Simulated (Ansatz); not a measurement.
# C3H8SSi: one species, many methods

An exercise on one series of results from a longer session: the logs are not shown, and one member is left open.

Method: functionals in def2-TZVPP, the program's frozen cores in correlated methods; program: Ansatz 0.2.0, Gaussian basis.

The runs, in order: LDA (SPW92), PBE-D4, revPBE-D4, BLYP-D4, r2SCAN-D4, B97M-V, PBE0-D4, B3LYP-D4, r2SCANh-D4, r2SCAN0-D4, HSE06-D4, BHLYP-D4, CAM-B3LYP-D4, LC-ωPBE, ωB97X-V, ωB97M-V, B2PLYP, PBE-QIDH; CCSD(T)/def2-SVP; CCSD(T)/def2-TZVPP; MP2/def2-QZVPP; extrapolation to the limit; RPA on PBE.

**The relaxed structure**

The geometry comes from an earlier relaxation with PBE0-D4 in a triple-zeta def2 set; it is a stationary point, not always the lowest conformer.

13 atoms, charge 0, spin multiplicity 1.

Atoms are counted from 1 here; the program's logs count them from 0.

Bond lengths: C1–C2 1.326 Å, C1–H6 1.084 Å, C1–H7 1.084 Å, C2–S3 1.759 Å, C2–H8 1.086 Å, S3–Si4 2.141 Å, Si4–C5 1.863 Å, Si4–H9 1.489 Å, Si4–H10 1.488 Å, C5–H11 1.093 Å, C5–H12 1.092 Å, C5–H13 1.092 Å. Angles: C2–C1–H6 122.0°, C2–C1–H7 120.3°, H6–C1–H7 117.7°, C1–C2–S3 123.2°, C1–C2–H8 120.8°, S3–C2–H8 115.9°, C2–S3–Si4 99.8°, S3–Si4–C5 107.4°, S3–Si4–H9 107.9°, S3–Si4–H10 110.7°, C5–Si4–H9 112.0°, C5–Si4–H10 111.0°, H9–Si4–H10 107.8°, Si4–C5–H11 110.1°, Si4–C5–H12 110.8°, Si4–C5–H13 110.9°, H11–C5–H12 108.1°, H11–C5–H13 108.5° and more.

Coordinates:

```xyz
13
C3H8SSi
C    -0.8455    2.5008    1.6908
C    -0.5513    1.7096    0.6676
S     0.6907    0.4662    0.7378
Si   -0.1130   -0.9302   -0.6727
C     1.2132   -2.1903   -1.0251
H    -0.3699    2.3896    2.6584
H    -1.5736    3.2948    1.5752
H    -1.0399    1.8389   -0.2941
H    -0.5039   -0.1739   -1.8947
H    -1.3363   -1.5808   -0.1307
H     0.8457   -2.9338   -1.7367
H     1.5053   -2.7117   -0.1111
H     2.0990   -1.7139   -1.4495
```

The first run:

in.yaml reads:

```yaml
crystal:
  periodic: [false, false, false]
  atoms:
    - {symbol: C, position_ang: [-0.845467, 2.500764, 1.690784]}
    - {symbol: C, position_ang: [-0.551259, 1.709603, 0.667598]}
    - {symbol: S, position_ang: [0.690687, 0.466153, 0.737812]}
    - {symbol: Si, position_ang: [-0.112963, -0.930223, -0.672731]}
    - {symbol: C, position_ang: [1.213164, -2.190296, -1.025141]}
    - {symbol: H, position_ang: [-0.369893, 2.389607, 2.658421]}
    - {symbol: H, position_ang: [-1.573644, 3.294791, 1.575182]}
    - {symbol: H, position_ang: [-1.039936, 1.838879, -0.294098]}
    - {symbol: H, position_ang: [-0.503887, -0.173891, -1.894701]}
    - {symbol: H, position_ang: [-1.336322, -1.580760, -0.130706]}
    - {symbol: H, position_ang: [0.845692, -2.933765, -1.736713]}
    - {symbol: H, position_ang: [1.505316, -2.711720, -0.111062]}
    - {symbol: H, position_ang: [2.099012, -1.713942, -1.449545]}
basis:
  gaussian: {orbitals: def2-TZVPP}
hamiltonian: {xc: lda}
output: {orbitals: {seedname: orbitals}}
```

Started as:

```sh
ansatz run in.yaml --threads 4 --pin off --events-out ev --progress --plain --max-ram 10444MiB
```

Among the steps run: LDA; PBE-D4 (GGA); revPBE-D4 (GGA); BLYP-D4 (GGA); r2SCAN-D4 (meta-GGA); B97M-V (meta-GGA); B3LYP-D4 (hybrid); r2SCANh-D4 (hybrid); r2SCAN0-D4 (hybrid); HSE06-D4 (hybrid); BHLYP-D4 (hybrid); CAM-B3LYP-D4 (range-separated); LC-ωPBE (range-separated); ωB97X-V (range-separated); ωB97M-V (range-separated); B2PLYP (double hybrid); PBE-QIDH (double hybrid).

One table of the session follows, with a row left open; its other results are not shown here.

It belongs to the step «Frontier levels by functional». 

```
  functional  HOMO (eV)  gap (eV)
 LDA (SPW92)      -5.63      4.23
      PBE-D4      -5.49      4.33
   revPBE-D4          ?         ?
     BLYP-D4      -5.33      4.31
   r2SCAN-D4      -5.70      4.74
      B97M-V      -5.78      4.85
     PBE0-D4      -6.57      6.35
    B3LYP-D4      -6.35      5.92
  r2SCANh-D4      -6.10      5.49
  r2SCAN0-D4      -6.71      6.61
    HSE06-D4      -6.17      5.57
    BHLYP-D4      -7.49      8.31
CAM-B3LYP-D4      -7.81      8.70
     LC-ωPBE      -9.15     11.17
     ωB97X-V      -8.80     10.73
     ωB97M-V      -8.67     10.42
```

Q: Estimate the row for revPBE-D4 from the others.

The run gave: HOMO (eV): -5.44; gap (eV): 4.37. In the column «HOMO (eV)» it lies between PBE-D4 (-5.49) and BLYP-D4 (-5.33).
